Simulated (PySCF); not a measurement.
# CaN: bond curves at several levels of theory

One job finds the state of CaN, follows it along the bond with each method and fits the curves.

Method: Ca x2c-TZVPPall, N x2c-TZVPPall, spin-free X2C with a Gaussian nucleus; program: PySCF 2.14.0.

## 1. Set-up

Settings of the job:

```
atoms                         : Ca, N
charge                        : 0
basis                         : Ca x2c-TZVPPall, N x2c-TZVPPall
Hamiltonian                   : spin-free X2C with a Gaussian nucleus
basis functions               : 67
electrons treated             : 27
masses in u                   : 39.9626, 14.0031
levels                        : PBE0, PBE, r²SCAN, BP86, BHandHLYP, M06-2X, BLYP, ωB97M-V, HF, MP2, SCS-MP2, CCSD, CCSD(T)
grid                          : 80 radial by 434 angular points
occupations                   : held fixed by the projection of orbital angular momentum
dissociation limit            : Ca + N, each in its ground configuration
starting distance in angstrom : 2.245
values of 2S to try           : 1, 3
```

The run is started by

```sh
> OMP_NUM_THREADS=1 python dia.py task.json out
```

After this run come: PBE0 along the bond; Excited determinants; PBE (GGA); r²SCAN (meta-GGA); BP86 (GGA); BHandHLYP; M06-2X (hybrid meta-GGA); BLYP (GGA); ωB97M-V (range-separated hybrid); UHF; MP2 and coupled cluster.

Q: Predict the outcome of this session. Wanted: for each run, Re; ωe; De; μ.

**Answer**, as computed:

Lowest PBE0 solution found, without spin–orbit coupling: ⁴Σ⁻ (quartet), unpaired electrons σ ↑, π ↑↑. State 2 has its PBE0 minimum 0.02 eV higher, as a spin-mixed determinant (⟨S²⟩ = 1.55), so this is no gap between pure states. State 3 has its PBE0 minimum 0.06 eV higher, as a spin-mixed determinant (⟨S²⟩ = 1.76), so this is no gap between pure states. State 4 has its PBE0 minimum 0.20 eV higher. The other levels ran on the lowest alone.

```tsv
level	Re (Å)	ωe (cm⁻¹)	De (eV)	μ (D)
UHF	2.302	453	0.073	-4.06
UHF-CCSD	2.302	433	0.60	n/a
UHF-CCSD(T)	2.307	421	0.66	n/a
PBE	2.248	442	1.72	-3.33
BLYP	2.273	424	1.62	-3.51
BP86	2.247	445	1.73	-3.49
r²SCAN	2.240	461	1.58	-3.57
PBE0	2.242	458	1.40	-3.63
BHandHLYP	2.260	456	1.06	-4.07
M06-2X	2.303	421	1.16	-3.86
ωB97M-V	2.265	438	1.12	-3.92
```

De is counted to Ca + N in their ground configurations. A positive dipole means Ca(−)N(+). No constants: UHF-MP2 (fits of two degrees disagree); UHF-SCS-MP2 (fits of two degrees disagree).

Differences from CCSD(T) in the same basis:

```tsv
level	Re (mÅ)	ωe (%)
UHF	-5	+7.7
UHF-CCSD	-5	+2.8
PBE	-59	+4.9
BLYP	-34	+0.7
BP86	-60	+5.6
r²SCAN	-68	+9.6
PBE0	-65	+8.9
BHandHLYP	-47	+8.2
M06-2X	-4	-0.1
ωB97M-V	-42	+4.1
```

What this shows: Against CCSD(T) in the same basis, the bond length is nearest at M06-2X (-4 mÅ) and farthest at r²SCAN (-68 mÅ); the wavenumber is nearest at M06-2X (-0.1 %) and farthest at r²SCAN (+9.6 %). Hartree–Fock falls on the short and stiff side, its usual fault. Of the levels with a De here, UHF gives the least (0.073 eV) and BP86 the most (1.73 eV).

Correlated steps freeze 6 core orbitals. At UHF the stretched side of the curve climbs above De, by a hump or because the determinant held fixed goes to a higher limit.
